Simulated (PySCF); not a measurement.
**A diatomic session: KC**

One table from this session's results is given with a row withheld; the runs are named, their logs left out.

Method: K 6-311G(d,p), C 6-311G(d,p), no relativity; program: PySCF 2.14.0.

Set-up of the first run:

Settings of the job:

- atoms: K, C
- charge: 0
- basis: K 6-311G(d,p), C 6-311G(d,p)
- Hamiltonian: no relativity
- basis functions: 57
- electrons treated: 25
- masses in u: 38.9637, 12.0000
- levels: PBE0, PBE, r²SCAN, BHandHLYP, BLYP, MN15, HF, MP2, SCS-MP2, CCSD, CCSD(T)
- grid: 80 radial by 434 angular points
- occupations: held fixed by the projection of orbital angular momentum
- dissociation limit: K + C, each in its ground configuration
- starting distance in angstrom: 2.655
- values of 2S to try: 1, 3

On the command line:

```sh
$ OMP_NUM_THREADS=1 python dia.py task.json out
```

Among the steps run: Set-up; The PBE0 curve of the state that the search chose; Other states along the same grid; PBE (GGA); r²SCAN (meta-GGA); BHandHLYP; BLYP (GGA); MN15 (hybrid meta-GGA); UHF (mean field); Correlated methods on the Hartree–Fock reference.

One of the session's tables, all rows but one given; the rest of the session is left out.

It belongs to the step «The curves together». Energy (eV) from each level's lowest point:

| R (Å) | UHF | UHF-MP2 | UHF-SCS-MP2 | UHF-CCSD | UHF-CCSD(T) |
| --- | --- | --- | --- | --- | --- |
| 2.166 | 0.633 | 0.504 | 0.520 | n/a | n/a |
| 2.266 | 0.322 | 0.237 | 0.247 | 0.247 | 0.243 |
| 2.367 | 0.132 | 0.082 | 0.088 | 0.088 | 0.086 |
| 2.442 | ? | ? | ? | ? | ? |
| 2.518 | 0.009 | 0.000 | 0.000 | 0.000 | 0.000 |
| 2.594 | 0.000 | 0.007 | 0.004 | 0.004 | 0.005 |
| 2.694 | 0.026 | 0.049 | 0.045 | 0.043 | 0.045 |
| 2.820 | 0.101 | 0.141 | 0.135 | 0.131 | 0.133 |
| 2.971 | 0.231 | 0.285 | 0.276 | 0.269 | 0.271 |
| 3.173 | 0.439 | 0.502 | 0.493 | n/a | n/a |

**Question.** Estimate the row for R (Å) = 2.442.

Worked estimate for «UHF». A straight line through the neighbours (2.367, 0.132) and (2.518, 0.009) gives 0.132 + (0.009 − 0.132) × (2.442 − 2.367) / (2.518 − 2.367) = 0.071; a parabola fitted to 4 rows on both sides gives 0.049.

As computed: UHF: 0.050; UHF-MP2: 0.022; UHF-SCS-MP2: 0.025; UHF-CCSD: 0.025; UHF-CCSD(T): 0.024. In «UHF» the line misses by +0.021 and the parabola by -0.001.
